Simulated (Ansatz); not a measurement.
# Zr3CuO4: the cost of one run

Program: Ansatz 0.2.0. Level of theory: DFT PBE, scalar-relativistic, plane waves, PAW, unless a step names another level. These are calculated values, not measurements.

3 further runs of the same task are left out: 3 set aside as unsound or not needed.

## (1) The structure to begin with

The structure is tetragonal, space group P4/mmm (No. 123). Conventional cell: a = 3.632 Å, b = 3.632 Å, c = 8.044 Å, α = 90.00°, β = 90.00°, γ = 90.00°. Zr (site symmetry 4/mmm) is surrounded by 8 O at 2.22 Å. Zr (site symmetry 4mm) has 4 O at 2.16 Å as nearest neighbours. Cu (site symmetry 4/mmm) is surrounded by 8 Zr at 3.01 Å and 8 O at 3.30 Å. Around O (site symmetry 2mm) lie 4 Zr at 2.16 to 2.22 Å.

Structure file:

```cif
data_structure
_symmetry_space_group_name_H-M 'P 1'
_symmetry_Int_Tables_number 1
_cell_length_a 3.6316
_cell_length_b 3.6316
_cell_length_c 8.0444
_cell_angle_alpha 90.000
_cell_angle_beta 90.000
_cell_angle_gamma 90.000
_cell_volume 106.10
loop_
_atom_site_label
_atom_site_type_symbol
_atom_site_fract_x
_atom_site_fract_y
_atom_site_fract_z
_atom_site_occupancy
Zr1 Zr 0.00000 0.00000 0.00000 1
Zr2 Zr 0.50000 0.50000 0.30425 1
Zr3 Zr 0.50000 0.50000 0.69575 1
Cu1 Cu 0.00000 0.00000 0.50000 1
O1 O 0.50000 0.00000 0.15793 1
O2 O 0.00000 0.50000 0.15793 1
O3 O 0.50000 0.00000 0.84207 1
O4 O 0.00000 0.50000 0.84207 1
```

It came out lowest among 24 distinct ends of the trial cells. At a tolerance of 0.05 Å it has space group P4/mmm (No. 123).

## (2) A stricter relaxation, on the response runs' mesh and smearing

Contents of input.yaml:

```yaml
crystal:
  lattice:
    - [3.6316305101, 0.0, 0.0]
    - [0.0, 3.6316305101, 0.0]
    - [0.0, 0.0, 8.0444159306]
  atoms:
    - { symbol: Zr, position: [0.0, 0.0, 0.0] }
    - { symbol: Zr, position: [0.5, 0.5, 0.304250198] }
    - { symbol: Zr, position: [0.5, 0.5, 0.695749802] }
    - { symbol: Cu, position: [0.0, 0.0, 0.5] }
    - { symbol: O, position: [0.5, 0.0, 0.1579287403] }
    - { symbol: O, position: [0.0, 0.5, 0.1579287403] }
    - { symbol: O, position: [0.5, 0.0, 0.8420712597] }
    - { symbol: O, position: [0.0, 0.5, 0.8420712597] }
basis:
  ecutwfc: 420
kpoints:
  mp_grid: { grid: [8, 8, 4] }
hamiltonian:
  xc: pbe
scf:
  occupations: { method: gaussian, width: 0.1 }
output:
  forces: true
  stress: true
  eigenvalues: true
relax:
  adjacent_minimum: "off"
  f_tol: 0.001
  max_steps: 60
  cell: { stress_tol: 0.01 }
```

Started as:

```console
$ ansatz run input.yaml --threads 3 --pin off --max-ram 7680MiB --backend cpu --events-out ev --progress --plain --runs-dir out
```

Q: Estimate wall time and peak memory on 3 threads of Intel Xeon 6975P-C (Granite Rapids), shared host.

About 21 s, with a peak of 0.6 GiB.
